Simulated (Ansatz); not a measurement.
# Si32H15C3ClO: the cost of one run

Computed with Ansatz 0.2.0 (DFT r2SCAN, scalar-relativistic, plane waves, PAW, unless a step's input says otherwise).

## (1) Starting point

It takes space group Pm (No. 6, monoclinic). The conventional cell has a = 7.681 Å, b = 7.681 Å, c = 27.648 Å, α = 90.00°, β = 90.00°, γ = 90.00°. Si (site symmetry m) is surrounded by 1 O at 1.66 Å. Si (site symmetry m) has 1 H at 1.49 Å as nearest neighbours. Si (site symmetry m) has 3 Si at 2.21 to 2.43 Å as nearest neighbours. Si (site symmetry m) is surrounded by 3 Si at 2.43 to 2.56 Å. Around Si (site symmetry 1) lie 4 Si at 2.21 to 2.37 Å. Si (site symmetry 1) has 4 Si at 2.35 to 2.56 Å as nearest neighbours. Si (site symmetry 1) has 4 Si at 2.35 Å as nearest neighbours. Only part of the 41 independent sites is listed.

Structure file:

```cif
data_structure
_symmetry_space_group_name_H-M 'Pm'
_symmetry_Int_Tables_number 6
_cell_length_a 7.6806
_cell_length_b 7.6806
_cell_length_c 27.6476
_cell_angle_alpha 90.000
_cell_angle_beta 90.000
_cell_angle_gamma 90.000
_cell_volume 1630.98
loop_
_atom_site_label
_atom_site_type_symbol
_atom_site_symmetry_multiplicity
_atom_site_Wyckoff_symbol
_atom_site_fract_x
_atom_site_fract_y
_atom_site_fract_z
_atom_site_occupancy
Si1 Si 1 a 0.09897 0.00000 0.67954 1
Si2 Si 1 a 0.40103 0.00000 0.67954 1
Si3 Si 1 b 0.09897 0.50000 0.66652 1
Si4 Si 1 b 0.40103 0.50000 0.69256 1
Si5 Si 2 c 0.00000 0.75000 0.63766 1
Si6 Si 2 c 0.50000 0.75000 0.63766 1
Si7 Si 2 c 0.25000 0.75000 0.58855 1
Si8 Si 2 c 0.75000 0.75000 0.58855 1
Si9 Si 1 a 0.25000 0.00000 0.53945 1
Si10 Si 1 a 0.75000 0.00000 0.53945 1
Si11 Si 1 b 0.25000 0.50000 0.53945 1
Si12 Si 1 b 0.75000 0.50000 0.53945 1
Si13 Si 1 a 0.00000 0.00000 0.49034 1
Si14 Si 1 a 0.50000 0.00000 0.49034 1
Si15 Si 1 b 0.00000 0.50000 0.49034 1
Si16 Si 1 b 0.50000 0.50000 0.49034 1
Si17 Si 2 c 0.00000 0.75000 0.44123 1
Si18 Si 2 c 0.50000 0.75000 0.44123 1
Si19 Si 2 c 0.25000 0.75000 0.39212 1
Si20 Si 2 c 0.75000 0.75000 0.39212 1
Si21 Si 1 a 0.25000 0.00000 0.34301 1
Si22 Si 1 a 0.75000 0.00000 0.34301 1
Si23 Si 1 b 0.25000 0.50000 0.34301 1
Si24 Si 1 b 0.75000 0.50000 0.34301 1
H1 H 1 a 0.39569 0.00000 0.30744 1
H2 H 1 a 0.10431 0.00000 0.30744 1
H3 H 1 a 0.89569 0.00000 0.30744 1
H4 H 1 a 0.60431 0.00000 0.30744 1
H5 H 1 b 0.39569 0.50000 0.30744 1
H6 H 1 b 0.10431 0.50000 0.30744 1
H7 H 1 b 0.89569 0.50000 0.30744 1
H8 H 1 b 0.60431 0.50000 0.30744 1
O1 O 1 a 0.02355 0.00000 0.73581 1
C1 C 1 a 0.87662 0.00000 0.76769 1
H9 H 2 c 0.80023 0.11457 0.76249 1
C2 C 1 a 0.93801 0.00000 0.82036 1
H10 H 2 c 0.01625 0.11457 0.82729 1
C3 C 1 a 0.78134 0.00000 0.85433 1
H11 H 2 c 0.70495 0.11718 0.84913 1
Cl1 Cl 1 a 0.85195 0.00000 0.91566 1
H12 H 1 a 0.46872 0.00000 0.73004 1
```

## (2) Relaxing the atoms: Si32H15C3ClO slab, no spin

input.yaml

```yaml
crystal:
  lattice:
    - [7.6805938572, 0.0, 0.0]
    - [0.0, 7.6805938572, 0.0]
    - [0.0, 0.0, 27.64765]
  atoms:
    - { symbol: Si, position: [0.0, 0.0989700118, 0.6795387673] }
    - { symbol: Si, position: [0.0, 0.4010299882, 0.6795387673] }
    - { symbol: Si, position: [0.5, 0.0989700118, 0.6665177691] }
    - { symbol: Si, position: [0.5, 0.4010299882, 0.6925597655] }
    - { symbol: Si, position: [0.25, 0.0, 0.6376635989] }
    - { symbol: Si, position: [0.25, 0.5, 0.6376635989] }
    - { symbol: Si, position: [0.75, 0.0, 0.6376635989] }
    - { symbol: Si, position: [0.75, 0.5, 0.6376635989] }
    - { symbol: Si, position: [0.25, 0.25, 0.5885545426] }
    - { symbol: Si, position: [0.25, 0.75, 0.5885545426] }
    - { symbol: Si, position: [0.75, 0.25, 0.5885545426] }
    - { symbol: Si, position: [0.75, 0.75, 0.5885545426] }
    - { symbol: Si, position: [0.0, 0.25, 0.5394454863] }
    - { symbol: Si, position: [0.0, 0.75, 0.5394454863] }
    - { symbol: Si, position: [0.5, 0.25, 0.5394454863] }
    - { symbol: Si, position: [0.5, 0.75, 0.5394454863] }
    - { symbol: Si, position: [0.0, 0.0, 0.49033643] }
    - { symbol: Si, position: [0.0, 0.5, 0.49033643] }
    - { symbol: Si, position: [0.5, 0.0, 0.49033643] }
    - { symbol: Si, position: [0.5, 0.5, 0.49033643] }
    - { symbol: Si, position: [0.25, 0.0, 0.4412273738] }
    - { symbol: Si, position: [0.25, 0.5, 0.4412273738] }
    - { symbol: Si, position: [0.75, 0.0, 0.4412273738] }
    - { symbol: Si, position: [0.75, 0.5, 0.4412273738] }
    - { symbol: Si, position: [0.25, 0.25, 0.3921183175] }
    - { symbol: Si, position: [0.25, 0.75, 0.3921183175] }
    - { symbol: Si, position: [0.75, 0.25, 0.3921183175] }
    - { symbol: Si, position: [0.75, 0.75, 0.3921183175] }
    - { symbol: Si, position: [0.0, 0.25, 0.3430092612] }
    - { symbol: Si, position: [0.0, 0.75, 0.3430092612] }
    - { symbol: Si, position: [0.5, 0.25, 0.3430092612] }
    - { symbol: Si, position: [0.5, 0.75, 0.3430092612] }
    - { symbol: H, position: [0.0, 0.3956905574, 0.3074402345] }
    - { symbol: H, position: [0.0, 0.1043094426, 0.3074402345] }
    - { symbol: H, position: [0.0, 0.8956905574, 0.3074402345] }
    - { symbol: H, position: [0.0, 0.6043094426, 0.3074402345] }
    - { symbol: H, position: [0.5, 0.3956905574, 0.3074402345] }
    - { symbol: H, position: [0.5, 0.1043094426, 0.3074402345] }
    - { symbol: H, position: [0.5, 0.8956905574, 0.3074402345] }
    - { symbol: H, position: [0.5, 0.6043094426, 0.3074402345] }
    - { symbol: O, position: [0.0, 0.023554487, 0.7358062057] }
    - { symbol: C, position: [0.0, -0.1233824734, 0.7676937318] }
    - { symbol: H, position: [-0.1145744738, -0.1997715205, 0.762493934] }
    - { symbol: H, position: [0.1145744738, -0.1997715205, 0.762493934] }
    - { symbol: C, position: [0.0, -0.0619856693, 0.8203588137] }
    - { symbol: H, position: [-0.1145744738, 0.0162465799, 0.8272930796] }
    - { symbol: H, position: [0.1145744738, 0.0162465799, 0.8272930796] }
    - { symbol: C, position: [0.0, -0.2186578524, 0.8543269802] }
    - { symbol: H, position: [-0.1171784392, -0.2950468994, 0.8491271823] }
    - { symbol: H, position: [0.1171784392, -0.2950468994, 0.8491271823] }
    - { symbol: Cl, position: [0.0, -0.1480450375, 0.9156644019] }
    - { symbol: H, position: [0.0, 0.4687222364, 0.7300438777] }
scf:
  occupations: { method: gaussian, width: 0.03 }
output:
  forces: true
  write_density: true
  write_potential: true
  elf: true
  volumetric_format: npy
hamiltonian:
  xc: r2scan
efield:
  axis: 3
  dipole_correction: true
kpoints:
  mp_grid: { grid: [4, 4, 1] }
relax:
  f_tol: 0.008
  constraints: [{ sites: [24, 25, 26, 27, 28, 29, 30, 31] }]
```

Launch:

```console
$ ansatz run input.yaml --threads 16 --pin off --max-ram 40960MiB --backend cpu --events-out ev --progress --plain --runs-dir out
```

Q: Estimate wall time and peak memory on 16 threads of Intel Xeon Platinum 8488C (Sapphire Rapids), shared host.

About 6.6 min, with a peak of 14 GiB.
